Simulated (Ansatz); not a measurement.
# Molecular dynamics of HW8C8

Input file:

```yaml
crystal:
  lattice:
    - [5.76414, 0.0, 0.0]
    - [-2.88207, 4.991892, 0.0]
    - [0.0, 0.0, 17.235805]
  atoms:
    - { symbol: W, position: [0.0, 0.0, 0.0580188] }
    - { symbol: C, position: [0.34088049, 0.169657, 0.13670065] }
    - { symbol: W, position: [0.00814684, 0.00129815, 0.22756777] }
    - { symbol: C, position: [0.32530189, 0.16285163, 0.2924158] }
    - { symbol: W, position: [0.0, 0.5, 0.0580188] }
    - { symbol: C, position: [0.34199138, 0.6773113, 0.13535546] }
    - { symbol: W, position: [-0.00808055, 0.49007397, 0.22500714] }
    - { symbol: C, position: [0.33440491, 0.66247836, 0.28809072] }
    - { symbol: W, position: [0.5, 0.0, 0.0580188] }
    - { symbol: C, position: [0.82758538, 0.16104768, 0.136055] }
    - { symbol: W, position: [0.49536724, -0.00442128, 0.2294741] }
    - { symbol: C, position: [0.84806081, 0.17269666, 0.29893789] }
    - { symbol: W, position: [0.5, 0.5, 0.0580188] }
    - { symbol: C, position: [0.83207876, 0.66804979, 0.13648976] }
    - { symbol: W, position: [0.50201972, 0.50612074, 0.22367297] }
    - { symbol: C, position: [0.83151793, 0.66412358, 0.28760688] }
    - { symbol: H, position: [0.86280515, 1.19342775, 0.36329101] }
basis:
  ecutwfc: 420.0
kpoints:
  mp_grid: { grid: [3, 3, 1] }
hamiltonian:
  xc: pbe
scf:
  occupations: { method: fermi_dirac, width: 0.05 }
  lower_state_search: "off"
md:
  timestep: 0.5
  n_steps: 260
  ensemble: nvt_langevin
  temperature: 600.0
  initial_velocities: maxwell_boltzmann
  seed: 749117
  friction: 0.02
  constraints: [{ sites: [0, 4, 8, 12] }]
```

Run as:

```bash
$ ansatz run input.yaml --threads 2 --pin off --max-ram 5120MiB --backend cpu --events-out ev --progress --plain --runs-dir out
```

It goes on from the last frame of an earlier run, with new velocities.

Output, in part (step lines):

```
md step     0: t =     0.00 fs  T =   600.0 K  F+E_penalty+E_count = -85088.19103445 eV  E_kin = 1.008228 eV  (10 SCF iters)
md step     1: t =     0.50 fs  T =   647.9 K  F+E_penalty+E_count = -85088.19961070 eV  E_kin = 1.088794 eV  (7 SCF iters)
md step     2: t =     1.00 fs  T =   696.4 K  F+E_penalty+E_count = -85088.20146034 eV  E_kin = 1.170215 eV  (7 SCF iters)
md step     3: t =     1.50 fs  T =   692.9 K  F+E_penalty+E_count = -85088.19680608 eV  E_kin = 1.164372 eV  (7 SCF iters)
md step     4: t =     2.00 fs  T =   655.2 K  F+E_penalty+E_count = -85088.18686436 eV  E_kin = 1.101034 eV  (7 SCF iters)
md step     5: t =     2.50 fs  T =   640.7 K  F+E_penalty+E_count = -85088.17422307 eV  E_kin = 1.076681 eV  (5 SCF iters)
md step     6: t =     3.00 fs  T =   656.1 K  F+E_penalty+E_count = -85088.15959767 eV  E_kin = 1.102581 eV  (5 SCF iters)
md step     7: t =     3.50 fs  T =   637.8 K  F+E_penalty+E_count = -85088.14313945 eV  E_kin = 1.071758 eV  (5 SCF iters)
[... lines left out ...]
md step   260: t =   130.00 fs  T =  1077.3 K  F+E_penalty+E_count = -85087.84711580 eV  E_kin = 1.810204 eV  (7 SCF iters)
```

The steps, from the saved trajectory:

```json
{"time (fs)": "0", "T (K)": "600", "potential energy less start (eV)": "0.000"}
{"time (fs)": "4", "T (K)": "639", "potential energy less start (eV)": "0.066"}
{"time (fs)": "8", "T (K)": "529", "potential energy less start (eV)": "0.324"}
{"time (fs)": "12", "T (K)": "385", "potential energy less start (eV)": "0.519"}
{"time (fs)": "16", "T (K)": "283", "potential energy less start (eV)": "0.617"}
{"time (fs)": "20", "T (K)": "430", "potential energy less start (eV)": "0.659"}
{"time (fs)": "24", "T (K)": "493", "potential energy less start (eV)": "0.679"}
{"time (fs)": "28", "T (K)": "453", "potential energy less start (eV)": "0.660"}
{"time (fs)": "32", "T (K)": "514", "potential energy less start (eV)": "0.553"}
{"time (fs)": "36", "T (K)": "590", "potential energy less start (eV)": "0.486"}
{"time (fs)": "40", "T (K)": "525", "potential energy less start (eV)": "0.519"}
{"time (fs)": "44", "T (K)": "404", "potential energy less start (eV)": "0.649"}
{"time (fs)": "48", "T (K)": "368", "potential energy less start (eV)": "0.711"}
{"time (fs)": "52", "T (K)": "506", "potential energy less start (eV)": "0.636"}
{"time (fs)": "56", "T (K)": "572", "potential energy less start (eV)": "0.504"}
{"time (fs)": "60", "T (K)": "591", "potential energy less start (eV)": "0.391"}
{"time (fs)": "64", "T (K)": "667", "potential energy less start (eV)": "0.322"}
{"time (fs)": "68", "T (K)": "450", "potential energy less start (eV)": "0.347"}
{"time (fs)": "72", "T (K)": "457", "potential energy less start (eV)": "0.455"}
{"time (fs)": "76", "T (K)": "439", "potential energy less start (eV)": "0.488"}
{"time (fs)": "80", "T (K)": "477", "potential energy less start (eV)": "0.417"}
{"time (fs)": "84", "T (K)": "620", "potential energy less start (eV)": "0.363"}
{"time (fs)": "88", "T (K)": "606", "potential energy less start (eV)": "0.391"}
{"time (fs)": "92", "T (K)": "612", "potential energy less start (eV)": "0.438"}
{"time (fs)": "96", "T (K)": "630", "potential energy less start (eV)": "0.519"}
{"time (fs)": "100", "T (K)": "448", "potential energy less start (eV)": "0.674"}
{"time (fs)": "104", "T (K)": "407", "potential energy less start (eV)": "0.744"}
{"time (fs)": "108", "T (K)": "372", "potential energy less start (eV)": "0.772"}
{"time (fs)": "112", "T (K)": "399", "potential energy less start (eV)": "0.722"}
{"time (fs)": "116", "T (K)": "537", "potential energy less start (eV)": "0.600"}
{"time (fs)": "120", "T (K)": "740", "potential energy less start (eV)": "0.462"}
{"time (fs)": "124", "T (K)": "886", "potential energy less start (eV)": "0.298"}
{"time (fs)": "128", "T (K)": "987", "potential energy less start (eV)": "0.281"}
```

All steps were run. A run of 0.13 ps of so small a system gives no equilibrium averages. Limits of this set-up: thin slab, slab without dipole correction, odd electron count without spin, open-shell adsorbate without spin, a typed lattice constant that wasn't relaxed here.

Mean squared displacements from the first frame to the last: W 0.00 Å², C 0.01 Å², H 0.02 Å².

Last frame:

```xyz
17
Lattice="5.7641 0.0000 0.0000 -2.8821 4.9919 0.0000 0.0000 0.0000 17.2358" Properties=species:S:1:pos:R:3
W 0.000 0.000 1.000
C 1.540 0.880 2.387
W 0.007 -0.019 3.836
C 1.380 0.854 5.006
W -1.441 2.496 1.000
C 0.040 3.349 2.325
W -1.461 2.478 3.865
C -0.022 3.324 4.992
W 2.882 0.000 1.000
C 4.399 0.811 2.394
W 2.916 0.040 3.925
C 4.241 0.978 5.113
W 1.441 2.496 1.000
C 2.854 3.289 2.212
W 1.469 2.514 3.847
C 2.858 3.336 5.024
H 1.425 5.970 6.169
```

Time of the run: 35 min on 2 threads of Arm Neoverse V1, with other jobs on the host, peak memory 0.91 GiB.
